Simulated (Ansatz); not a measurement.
# Ti3Si4Ni: the cost of one run

Program: Ansatz 0.2.0. Level of theory: DFT PBE, scalar-relativistic, plane waves, PAW. These are calculated values, not measurements.

## 1. The starting structure

It takes space group R3 (No. 146, trigonal). The conventional cell has a = 6.850 Å, b = 6.850 Å, c = 8.389 Å, α = 90.00°, β = 90.00°, γ = 120.00°. Ti (site symmetry 1) is surrounded by 7 Si at 2.41 to 2.66 Å. Si (site symmetry 1) is surrounded by 5 Ti at 2.41 to 2.66 Å and 2 Ni at 2.60 to 2.66 Å. Si (site symmetry 3) has 1 Ni at 2.41 Å and 6 Ti at 2.60 to 2.66 Å as nearest neighbours. Ni (site symmetry 3) has 7 Si at 2.41 to 2.66 Å as nearest neighbours.

Coordinates:

```
CELL_PARAMETERS angstrom
3.42490 1.97736 2.79642
-3.42490 1.97736 2.79642
0.00000 -3.95473 2.79642
ATOMIC_POSITIONS crystal
Ti 0.14700 0.64700 0.35300
Ti 0.35300 0.14700 0.64700
Ti 0.64700 0.35300 0.14700
Si 0.86010 0.36010 0.63990
Si 0.13990 0.13990 0.13990
Si 0.63990 0.86010 0.36010
Si 0.36010 0.63990 0.86010
Ni 0.85300 0.85300 0.85300
```

The start is an ordering of an alloy on its end members' structure types: elements ordered on the sites of the SiNi type, Ti/Ni on Ni (R3, No. 146).

## 2. A first look at the guess

input.yaml reads:

```yaml
crystal:
  lattice:
    - [3.42489551, 1.97736434, 2.79641547]
    - [-3.42489551, 1.97736434, 2.79641547]
    - [0.0, -3.95472869, 2.79641547]
  atoms:
    - { symbol: Ti, position: [0.14700001, 0.64700001, 0.35299999] }
    - { symbol: Ti, position: [0.35299999, 0.14700001, 0.64700001] }
    - { symbol: Ti, position: [0.64700001, 0.35299999, 0.14700001] }
    - { symbol: Si, position: [0.86009999, 0.36009999, 0.63990001] }
    - { symbol: Si, position: [0.13990001, 0.13990001, 0.13990001] }
    - { symbol: Si, position: [0.63990001, 0.86009999, 0.36009999] }
    - { symbol: Si, position: [0.36009999, 0.63990001, 0.86009999] }
    - { symbol: Ni, position: [0.85299999, 0.85299999, 0.85299999], spin: 2.0 }
basis:
  ecutwfc: 420
kpoints:
  mp_grid: { grid: [4, 4, 4] }
hamiltonian:
  xc: pbe
scf:
  occupations: { method: gaussian, width: 0.1 }
  lower_state_search: "off"
output:
  forces: true
  stress: true
  eigenvalues: true
  populations: true
magnetization:
  spin_polarized: true
```

Command:

```
$ ansatz run input.yaml --threads 4 --pin off --max-ram 8192MiB --backend cpu --events-out ev --progress --plain --runs-dir out
```

Q: Estimate wall time and peak memory on 4 threads of AMD EPYC 7R43 (Zen 3), shared host.

About 13 s, with a peak of 0.55 GiB.
